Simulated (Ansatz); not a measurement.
# TaTeF2: the cost of one run

Program: Ansatz 0.2.0. Level of theory: DFT PBE, scalar-relativistic, plane waves, PAW. These are calculated values, not measurements.

## (1) The system as given

Symmetry: P6/mmm, No. 191, hexagonal system. Conventional cell: a = 3.808 Å, b = 3.808 Å, c = 5.830 Å, α = 90.00°, β = 90.00°, γ = 120.00°. Around Ta (site symmetry 6/mmm) lie 2 Te at 2.92 Å. Around Te (site symmetry 6/mmm) lie 6 F at 2.20 Å and 2 Ta at 2.92 Å. Around F (site symmetry -6m2) lie 3 Te at 2.20 Å and 3 F at 2.20 Å.

As a file:

```
CELL_PARAMETERS angstrom
3.80835 0.00000 0.00000
-1.90417 3.29812 0.00000
0.00000 0.00000 5.83017
ATOMIC_POSITIONS crystal
Ta 0.00000 0.00000 0.50000
Te 0.00000 0.00000 0.00000
F 0.33333 0.66667 0.00000
F 0.66667 0.33333 0.00000
```

Recipe of the guess: random cell by space group and Wyckoff sites (P6/mmm, No. 191). The dimensions are guesses.

## (2) A first look at the guess

input.yaml

```yaml
crystal:
  lattice:
    - [3.8083462, 0.0, 0.0]
    - [-1.9041731, 3.29812456, 0.0]
    - [0.0, 0.0, 5.8301723]
  atoms:
    - { symbol: Ta, position: [0.0, 0.0, 0.5] }
    - { symbol: Te, position: [0.0, 0.0, 0.0] }
    - { symbol: F, position: [0.33333333, 0.66666667, 0.0] }
    - { symbol: F, position: [0.66666667, 0.33333333, 0.0] }
basis:
  ecutwfc: 420
kpoints:
  mp_grid: { grid: [6, 6, 4] }
hamiltonian:
  xc: pbe
scf:
  occupations: { method: gaussian, width: 0.1 }
  lower_state_search: "off"
output:
  forces: true
  stress: true
  eigenvalues: true
```

On the command line:

```console
$ ansatz run input.yaml --threads 1 --pin off --max-ram 2048MiB --backend cpu --events-out ev --progress --plain --runs-dir out
```

**Question.** How long does this run take on 1 thread of Arm Neoverse V2, shared host, and how much memory does it need?

About 2 s, with a peak of 0.35 GiB.
